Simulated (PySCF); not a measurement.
**Towards the basis-set limit for ZrN**

Aim: bond length, wavenumber and bond energy of ZrN near the limit of CCSD(T), built from two basis sets and any small corrections listed.

Method: CCSD(T) on ROHF, scalar-relativistic core potentials; program: PySCF 2.14.0.

### 1 Set-up

```
molecule             : ZrN
state                : doublet, unpaired electrons σ ↑
smaller basis        : Zr aug-cc-pVDZ-PP with ECP28, N aug-cc-pVDZ
larger basis         : Zr aug-cc-pVTZ-PP with ECP28, N aug-cc-pVTZ
frozen core orbitals : 5
extrapolation        : correlation as n⁻³ (n = 2, 3), Hartree–Fock as (n+1)·exp(−9√n)
corrections          : none
distances (Å)        : 1.4959, 1.5639, 1.6319, 1.6999, 1.7679, 1.8529, 1.9379
masses (u)           : 89.9047, 14.0031
dissociation limit   : Zr + N
```

Run with:

```
OMP_NUM_THREADS=4 python comp.py task.json out
```

### 2 Coupled cluster at each distance

Before running it: what results should come out? Wanted: for each run, Re; ωe; ωexe; αe; De.

The runs gave:

| level | Re (Å) | ωe (cm⁻¹) | ωexe (cm⁻¹) | αe (cm⁻¹) | De (eV) |
| --- | --- | --- | --- | --- | --- |
| CCSD(T)/aug-cc-pVDZ(-PP) | 1.7396 | 969.3 | 3.56 | 0.00227 | 5.219 |
| CCSD(T)/aug-cc-pVTZ(-PP) | 1.7238 | 985.5 | 3.46 | 0.00220 | 5.743 |
| HF/CBS | 1.6432 | 1155.9 | 2.81 | 0.00191 | 1.670 |
| MP2/CBS | 1.7561 | 940.3 | 2.11 | 0.00178 | 7.134 |
| CCSD/CBS | 1.6993 | 1053.9 | 3.17 | 0.00194 | 5.351 |
| CCSD(T)/CBS | 1.7229 | 987.3 | 3.38 | 0.00216 | 5.906 |

**Reading.** The last step gives Re = 1.7229 Å, ωe = 987.3 cm⁻¹ and De = 5.906 eV; the smaller basis alone is off from it by +16.7 mÅ and -0.69 eV. Near the minimum the mean field binds by 1.58 eV and correlation adds 4.31 eV of binding. T1 is 0.038. Spin–orbit coupling and excitations beyond (T) are left out.
